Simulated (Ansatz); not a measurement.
# GeH2ClF (SMILES [F][GeH2][Cl]): HF/STO-3G

What is the electronic atomisation energy of GeH2ClF at HF/STO-3G? 

The calculation is run with Ansatz 0.2.0.

47 further runs of the same task are left out: 2 that didn't finish, 45 set aside as unsound or not needed.

**1. The molecule**

The species is GeH2ClF (5 atoms), meant as a singlet with charge 0. SMILES: `[F][GeH2][Cl]`. The shape is that of a PBE0-D4/def2-TZVP optimisation.

Bond lengths: F1–Ge2 1.730 Å, Ge2–Cl3 2.133 Å, Ge2–H4 1.528 Å, Ge2–H5 1.528 Å. Angles: F1–Ge2–Cl3 106.4°, F1–Ge2–H4 107.1°, F1–Ge2–H5 107.1°, Cl3–Ge2–H4 109.1°, Cl3–Ge2–H5 109.1°, H4–Ge2–H5 117.4°.

**2. The energy at HF/STO-3G**

molecule.yaml reads:

```yaml
crystal:
  periodic: [false, false, false]
  atoms:
    - {symbol: F, position_ang: [-0.242000, -0.508000, 1.588600]}
    - {symbol: Ge, position_ang: [0.139900, -0.089200, -0.045500]}
    - {symbol: Cl, position_ang: [-1.390300, 1.244900, -0.698900]}
    - {symbol: H, position_ang: [0.067600, -1.375500, -0.867400]}
    - {symbol: H, position_ang: [1.474700, 0.654200, -0.018300]}
basis:
  gaussian: {orbitals: STO-3G}
hamiltonian: {xc: hf}
accuracy: high
output: {orbitals: {seedname: orbitals}}
```

Launch:

```bash
ansatz run molecule.yaml --threads 1 --pin off --max-ram 3480MiB --events-out events.jsonl --progress --plain --runs-dir runs
```

The program printed:

```text
Warning: RAYON_NUM_THREADS=1 ignored (pool sized by the plan → 1); use --threads N
Functional definition: HF
  name "HF"
  exchange = exact_x
  correlation = 0
563 factors; integrals over basis functions are off by at most 3.0e-8 eV
mean field evaluation 1: about -70899.9641 eV, gradient 1.9e1 eV
mean field evaluation 2: about -70900.0111 eV, gradient 1.9e1 eV
mean field evaluation 4: about -70902.0597 eV, gradient 1.4e0 eV
mean field evaluation 8: about -70902.0743 eV, gradient 9.3e-6 eV
mean field -70902.07428322 eV, -2605.6031707561 hartree, gradient 8.7e-9 eV, S^2 0.000000; 0 other end points of the search recorded, 0 dependent functions left out
reference -70902.07428322 eV, -2605.6031707561 hartree; 30, 30 occupied and 4, 4 virtual orbitals, 563 factors
Total energy: -70902.07428322 eV, -2605.6031707561 hartree
```

Wall time 0.37 s (1 thread of Arm Neoverse V1, shared host).

**3. The Cl atom at the same level**

input.yaml reads:

```yaml
crystal:
  periodic: [false, false, false]
  atoms:
    - symbol: Cl
      position_ang: [0.000000, 0.000000, 0.000000]
basis:
  gaussian:
    orbitals: STO-3G
magnetization:
  spin_polarized: true
  initial_magnetization: 1
hamiltonian:
  xc: hf
accuracy: high
```

Run the same way, it converges to -454.54219 Eh (log not shown).

**4. The F atom at the same level**

job.yaml reads:

```yaml
crystal:
  periodic: [false, false, false]
  atoms:
    - {symbol: F, position_ang: [0.000000, 0.000000, 0.000000]}
basis:
  gaussian:
    orbitals: STO-3G
hamiltonian:
  xc: hf
accuracy: high
magnetization:
  spin_polarized: true
  initial_magnetization: 1
```

Run the same way, it converges to -97.98651 Eh (log not shown).

**5. The Ge atom at the same level**

run.yaml reads:

```yaml
crystal:
  periodic: [false, false, false]
  atoms:
    - {symbol: Ge, position_ang: [0.000000, 0.000000, 0.000000]}
basis:
  gaussian: {orbitals: STO-3G}
accuracy: high
magnetization: {spin_polarized: true, initial_magnetization: 2}
hamiltonian: {xc: hf}
```

Run the same way, it converges to -2051.63626 Eh (log not shown).

**6. The H atom, same level**

input.yaml, as its differences from that of step 3:

```diff
@@ -3,4 +3,3 @@
   atoms:
-    - symbol: Cl
-      position_ang: [0.000000, 0.000000, 0.000000]
+    - {symbol: H, position_ang: [0.000000, 0.000000, 0.000000]}
 basis:
```

Run the same way, it converges to -0.46658 Eh (log not shown).

**7. Results**

At HF/STO-3G:

```
                     quantity           value
       molecule: total energy  -2605.60317 Eh
        molecule: HOMO energy       -10.28 eV
        molecule: LUMO energy         8.61 eV
      molecule: HOMO–LUMO gap        18.90 eV
        Cl atom: total energy   -454.54219 Eh
                Cl atom: ⟨S²⟩           0.750
         F atom: total energy    -97.98651 Eh
                 F atom: ⟨S²⟩           0.750
        Ge atom: total energy  -2051.63626 Eh
                Ge atom: ⟨S²⟩           2.000
         H atom: total energy     -0.46658 Eh
                 H atom: ⟨S²⟩           0.750
electronic atomisation energy       13.743 eV
```

In words: Taking the molecule apart into free atoms costs 13.74 eV (317 kcal/mol), before zero-point energy and without spin-orbit coupling. Hartree–Fock lacks the correlation of the bonding pairs, which as a rule makes this value much too low; in minimal bases other errors can mask that. In a minimal basis such a difference can be off by several eV, whatever the method.
